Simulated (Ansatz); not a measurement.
# NiMoIrPdW (Cm) in Ansatz: relaxation of cell and atoms with r2SCAN+D4

Aim: the relaxation of cell and atoms of NiMoIrPdW with r2SCAN+D4.

All numbers are computed with Ansatz 0.2.0; they aren't measurements. Logs are shortened: lines on timing, memory, paths and dates and some standing lists are left out, and cuts for length are marked.

### Step 1. The crystal as given

The structure is monoclinic, space group Cm (No. 8). Conventional cell: a = 4.689 Å, b = 2.863 Å, c = 11.144 Å, α = 90.00°, β = 101.20°, γ = 90.00°. Ni (site symmetry m) is surrounded by 3 Ir at 2.59 to 2.61 Å and 3 Pd at 2.67 to 2.68 Å and 6 Ni at 2.75 to 2.86 Å. Mo (site symmetry m) is surrounded by 3 Ir at 2.68 Å and 6 Mo at 2.75 to 2.86 Å and 2 W at 2.78 Å. Around Pd (site symmetry m) lie 3 Ni at 2.67 to 2.68 Å and 3 W at 2.74 to 2.75 Å and 6 Pd at 2.75 to 2.86 Å. Ir (site symmetry m) has 3 Ni at 2.59 to 2.61 Å and 3 Mo at 2.68 Å and 6 Ir at 2.75 to 2.86 Å as nearest neighbours. W (site symmetry m) has 3 Pd at 2.74 to 2.75 Å and 6 W at 2.75 to 2.86 Å and 2 Mo at 2.78 Å as nearest neighbours.

The cell was built by a generator and needn't be a form met in nature.

### Step 2. Relaxation of cell and atoms, r2SCAN+D4, collinear spin, ferromagnetic start

Input file input.yaml:

```yaml
crystal:
  lattice:
    - [2.3446, -1.43138, 0.00906]
    - [2.3446, 1.43138, 0.00906]
    - [-2.206, 0.0, 10.92374]
  atoms:
    - { symbol: Ni, position: [0.49838, 0.49838, 0.29525], spin: 1.0 }
    - { symbol: Mo, position: [0.31773, 0.31773, 0.91207], spin: 1.0 }
    - { symbol: Pd, position: [0.24733, 0.24733, 0.49061] }
    - { symbol: Ir, position: [0.74982, 0.74982, 0.10802], spin: 0.6 }
    - { symbol: W, position: [0.68673, 0.68673, 0.69406] }
hamiltonian:
  xc: r2scan
  pseudopotentials: { kind: paw }
  dispersion: d4
magnetization:
  spin_polarized: true
kpoints:
  mp_grid: { grid: [8, 8, 2] }
scf:
  occupations: { method: fermi_dirac, width: 0.05 }
output:
  forces: true
  stress: true
  eigenvalues: true
relax:
  f_tol: 0.01
  max_steps: 40
  cell: { stress_tol: 0.05 }
```

Potentials or basis: Ansatz PAW.

Launch:

```sh
$ ansatz run input.yaml --threads 8 --pin off --max-ram 20480MiB --backend cpu --events-out ev --progress --plain --runs-dir out
```

The log of the run:

```text
Warning: RAYON_NUM_THREADS=8 ignored (pool sized by the plan → 8); use --threads N
Engine: ansatz 0.2.0, x86_64-unknown-linux-gnu
Pseudopotentials: kind: paw
Pseudopotential: Ni, paw, valence charge 18, recommended cutoff 500 eV (meta_gga), Ni.paw.azcp
Pseudopotential: Mo, paw, valence charge 14, recommended cutoff 500 eV (meta_gga), Mo.paw.azcp
Pseudopotential: Pd, paw, valence charge 18, recommended cutoff 500 eV (meta_gga), Pd.paw.azcp
Pseudopotential: Ir, paw, valence charge 17, recommended cutoff 500 eV (meta_gga), Ir.paw.azcp
Pseudopotential: W, paw, valence charge 14, recommended cutoff 500 eV (meta_gga), W.paw.azcp
Functional definition: r2SCAN
  parameter k0 = 0.174
  parameter k1 = 0.065
  parameter a1 = 4.9479
  exchange = r2scan_x(k0 = k0, k1 = k1, a1 = a1)
  correlation = r2scan_c
Crystal: 5 atoms, lattice volume = 73.378 Å³
Basis set: ecut = 500 eV, 1815 PW (Γ), exchange–correlation on 96×96×360 points (64 copies of the dense FFT grid, shifted against one another)
Bands: 51, of which v1, the nominal top of the filled ones, is band 41 counted from 1 (40 counted from 0)
Symmetry: 2 space group operations
Space group: Cm (ITA 8), of the structure as read, at distance tolerance 4.2e-5 Å
Magnetic group: BNS 8.32 (UNI 39), of the structure as read, at distance tolerance 4.2e-5 Å
k-points: 42 of 128 (time reversal used)
Non-local potential: Ni, projectors of the file, l = 0: 3, l = 1: 2, l = 2: 3, l = 3: 1
Non-local potential: Mo, projectors of the file, l = 0: 3, l = 1: 2, l = 2: 2, l = 3: 1
Non-local potential: Pd, projectors of the file, l = 0: 2, l = 1: 2, l = 2: 2, l = 3: 1
Non-local potential: Ir, projectors of the file, l = 0: 3, l = 1: 2, l = 2: 2, l = 3: 1
Non-local potential: W, projectors of the file, l = 0: 3, l = 1: 2, l = 2: 2, l = 3: 1
PAW form: soft (Blöchl's): semilocal exchange-correlation on the pseudo side does not see the compensation charge
PAW frozen core: Ni, regenerated for the run's functional (the file was generated under x = pbe(κ = 0.804, μ = 0.2195149727645171), c = pbe(β = 0.06672455060314922))
PAW frozen core: Mo, regenerated for the run's functional (the file was generated under x = pbe(κ = 0.804, μ = 0.2195149727645171), c = pbe(β = 0.06672455060314922))
PAW frozen core: Pd, regenerated for the run's functional (the file was generated under x = pbe(κ = 0.804, μ = 0.2195149727645171), c = pbe(β = 0.06672455060314922))
PAW frozen core: Ir, regenerated for the run's functional (the file was generated under x = pbe(κ = 0.804, μ = 0.2195149727645171), c = pbe(β = 0.06672455060314922))
PAW frozen core: W, regenerated for the run's functional (the file was generated under x = pbe(κ = 0.804, μ = 0.2195149727645171), c = pbe(β = 0.06672455060314922))
[... 278 lines left out ...]
  E_hartree    = 3814.928079
  E_xc         = -922.358759
  E_vxc        = -1200.021222  (∫ρ·V_xc dr)
  E_paw        = -26479.647514  (= ΣΔE_a)
  E_vpaw       = -1432.068117  (= ΣTr[D̂ρ^β])
  E_aug_tail   = 0.000277  (compensation charges beyond the density's cutoff)
  E_vtau       = 77.129170  (kinetic-family band-sum trace: ∫τ·v_τ [+ j·A + Jᵃ·Aᵃ] dr)
  E_ewald      = -10772.204356
  E_disp       = -1.061393  (pairwise vdW)
  E_core_change = -1.878201  (= ΣΔE_core)
  E_smearing   = -0.019481  (= −TS)
  E_closure    = -0.000000  (closes the sum)
  Σ components = -40145.365317   (vs F -40145.365317, Δ=0.00e0)
--- Forces (eV/Å), atoms counted from 1 ---
  atom   1  Ni    -0.00269462     0.00000000    -0.00125703
  atom   2  Mo    -0.00057644     0.00000000    -0.00074770
  atom   3  Pd     0.00204756     0.00000000    -0.00104420
  atom   4  Ir     0.00040160     0.00000000     0.00236027
  atom   5  W      0.00082200     0.00000000     0.00068874
  max |Σ_I F_I| component: 9.02e-8 eV/Å
--- Stress (GPa, compression-positive) ---
        0.015110       0.000000       0.002216
        0.000000      -0.017742      -0.000000
        0.002216      -0.000000      -0.018235
  P = ⅓ Tr σ = -0.0070 GPa (-0.070 kbar)
--- Band table (eV; the first three rows and the last of 84) ---
  k-point 0 ↑: bands = ["-84.8623", "-73.1715", "-65.7617", "-54.4205", "-43.8844", "-43.7240", "-43.7078", "-41.5620", "-30.8016", "-30.4104", "-30.3867", "-29.4038", "-29.2035", "-29.1308", "-18.2144", "-17.3980", "-17.2824", "-14.9359", "-14.2020", "-14.1004", "11.8589", "13.0393", "14.6874", "15.2254", "15.6996", "17.4825", "17.7488", "18.1912", "18.3487", "18.5045", "18.8160", "19.0798", "19.1142", "19.2253", "19.5862", "19.6983", "20.1292", "20.5399", "20.5562", "20.6073", "20.6373", "20.9532", "21.3222", "21.5431", "21.9956", "22.1166", "23.0185", "24.1419", "25.0004", "25.4843", "31.5711"]
  k-point 1 ↑: bands = ["-84.8623", "-73.1715", "-65.7617", "-54.4205", "-43.8844", "-43.7240", "-43.7078", "-41.5620", "-30.8016", "-30.4104", "-30.3867", "-29.4038", "-29.2035", "-29.1308", "-18.2144", "-17.3980", "-17.2824", "-14.9359", "-14.2020", "-14.1004", "11.9713", "12.7865", "14.7587", "15.2406", "15.9141", "17.4874", "17.7411", "18.3068", "18.3630", "18.4904", "18.7620", "19.0930", "19.2313", "19.2675", "19.2959", "19.7233", "19.8277", "19.9322", "20.4256", "20.5294", "20.9135", "20.9855", "21.5263", "21.8670", "22.1705", "22.2800", "22.9815", "24.1430", "24.9968", "25.4929", "30.6843"]
  k-point 2 ↑: bands = ["-84.8615", "-73.1659", "-65.7565", "-54.4038", "-43.8835", "-43.7287", "-43.7126", "-41.5314", "-30.7954", "-30.4518", "-30.4026", "-29.3935", "-29.2705", "-29.1619", "-18.1851", "-17.5687", "-17.3471", "-14.9090", "-14.3792", "-14.1644", "12.4503", "13.6309", "15.0936", "15.6915", "16.0044", "17.3066", "17.6267", "18.1408", "18.3192", "18.5470", "18.5704", "18.7423", "19.0334", "19.3063", "19.4067", "19.5475", "19.9021", "20.1441", "20.3093", "20.5284", "20.6565", "21.0195", "21.3195", "22.0007", "22.2349", "22.3555", "23.8877", "24.4219", "24.8823", "26.1784", "31.8438"]
  k-point 41 ↓: bands = ["-84.8558", "-73.1232", "-65.7168", "-54.2793", "-43.8774", "-43.7843", "-43.7257", "-41.3055", "-30.7517", "-30.7451", "-30.5124", "-29.7421", "-29.3749", "-29.3152", "-18.6664", "-17.9846", "-17.7737", "-15.5374", "-14.7110", "-14.5887", "14.4097", "15.0583", "15.4858", "15.6581", "15.7979", "16.1603", "17.3616", "17.7006", "18.0537", "18.5891", "18.6857", "18.9751", "19.8257", "20.4297", "20.5074", "20.9557", "21.2887", "21.3474", "21.7565", "22.1248", "22.3938", "22.7282", "23.4784", "24.4002", "24.5015", "25.4970", "26.0347", "27.1477", "27.5227", "28.1745", "28.8003"]
--- Relaxed structure (6 steps of the walk, 4 accepted, 1 SCFs on fresh bases) ---
  F+E_penalty+E_count = -40145.36531712 eV   max|allowed force component| = 2.695e-3 eV/Å   (the final SCF, on the basis selected at the relaxed cell)
  cell:  # Å, volume = 71.2941 Å³
    - [2.326407805700034, -1.413999798960314, 0.013021427707501863]
    - [2.326407805700034, 1.413999798960314, 0.013021427707501861]
    - [-2.1700424023639697, -6.89362759401129e-18, 10.824336414330613]
  atoms:
    - { symbol: Ni, position: [0.49754404806994, 0.49754404806994, 0.2952731089260433] }
    - { symbol: Mo, position: [0.32037491469957546, 0.32037491469957546, 0.9124438935525713] }
    - { symbol: Pd, position: [0.24512299631277326, 0.24512299631277326, 0.4894972838337714] }
    - { symbol: Ir, position: [0.7518147548350386, 0.7518147548350386, 0.10971953202042084] }
    - { symbol: W, position: [0.6851332860826724, 0.6851332860826724, 0.6930761816671934] }
```

Wall time 2.2 min (8 threads of AMD EPYC 7B13 (Zen 3), shared host); peak memory 1 GiB.

What came out:

| Item | Value |
| --- | --- |
| Free energy | -40145.3653 eV |
| Relaxed volume | 14.26 Å³/atom |
| Relaxed cell | a = 2.722 Å, b = 2.722 Å, c = 11.040 Å, α = 99.40°, β = 99.40°, γ = 62.58° |
| Space group after relaxing (to 0.05 Å) | Cm (No. 8) |
| Energy gained by relaxing | 10.0 meV/atom |
| Ionic steps | 5 |
| Pressure after relaxing | 0.0 GPa |
| Band gap on the k mesh | none (metal or under the smearing width) |
| Net moment | 0.00 μB per cell |
| Absolute moment | 0.00 μB per cell |

Forces in eV/Å, atoms in the order of the input:
```
Ni  -0.003  0.000 -0.001
Mo  -0.001  0.000 -0.001
Pd   0.002  0.000 -0.001
Ir   0.000  0.000  0.002
W    0.001  0.000  0.001
```

Step by step:
```csv
step,energy change (eV),largest force (eV/Å),volume (Å³)
1,0.0000,0.1418,73.38
2,-0.0502,0.0875,71.49
3,-0.0518,0.0099,71.27
4,-0.0518,0.0030,71.29
5,-0.0500,0.0030,71.29
```

Final structure:
```xyz
5
Lattice="2.3264 -1.4140 0.0130 2.3264 1.4140 0.0130 -2.1700 0.0000 10.8243" Properties=species:S:1:pos:R:3 pbc="T T T"
Ni    1.6742    0.0000    3.2091
Mo   -0.4894    0.0000    9.8849
Pd    0.0783    0.0000    5.3049
Ir    3.2600    0.0000    1.2072
W     1.6838    0.0000    7.5199
```

Levels at points of the mesh, in eV from the Fermi level:
Spin up:
| k point | band 38 | band 39 | band 40 | band 41 | band 42 | band 43 |
| --- | --- | --- | --- | --- | --- | --- |
| (0.00, 0.00, 0.00) | -0.95 | -0.93 | -0.88 | -0.85 | -0.53 | -0.16 |
| (0.00, 0.00, -0.50) | -1.55 | -1.06 | -0.96 | -0.57 | -0.50 | 0.04 |
| (0.00, -0.50, 0.00) | -0.41 | -0.24 | 0.94 | 1.38 | 1.46 | 1.70 |
| (0.00, -0.50, -0.50) | -0.25 | -0.20 | 0.77 | 0.96 | 1.10 | 1.91 |
| (-0.50, -0.50, 0.00) | -0.19 | -0.06 | 0.30 | 1.20 | 1.25 | 1.91 |
| (-0.50, -0.50, -0.50) | -0.14 | 0.27 | 0.64 | 0.91 | 1.24 | 1.99 |
Spin down:
```
              k point  band 36  band 37  band 38  band 39  band 40  band 41  band 42  band 43  band 44  band 45
   (0.00, 0.00, 0.00)    -1.79    -1.36    -0.95    -0.93    -0.88    -0.85    -0.53    -0.16     0.06     0.51
  (0.00, 0.00, -0.50)    -1.76    -1.66    -1.55    -1.06    -0.96    -0.57    -0.50     0.04     0.38     0.68
  (0.00, -0.50, 0.00)    -0.75    -0.56    -0.41    -0.24     0.94     1.38     1.46     1.70     2.15     2.63
 (0.00, -0.50, -0.50)    -0.64    -0.52    -0.25    -0.20     0.77     0.96     1.10     1.91     2.70     2.89
 (-0.50, -0.50, 0.00)    -0.54    -0.34    -0.19    -0.06     0.30     1.20     1.25     1.91     3.01     3.16
(-0.50, -0.50, -0.50)    -0.53    -0.20    -0.14     0.27     0.64     0.91     1.24     1.99     2.91     3.01
```

Caveat: the magnetic or orbital state may not be the lowest; the plane-wave basis is chosen anew once the cell has moved, so the energies of steps on either side of that aren't comparable; pairwise dispersion overbinds metals, which lowers pressure and volume; the PAW data sets come from PBE, with cores solved anew for the run's functional, which leaves a small shift of forces and pressure; the starting moments weren't kept.
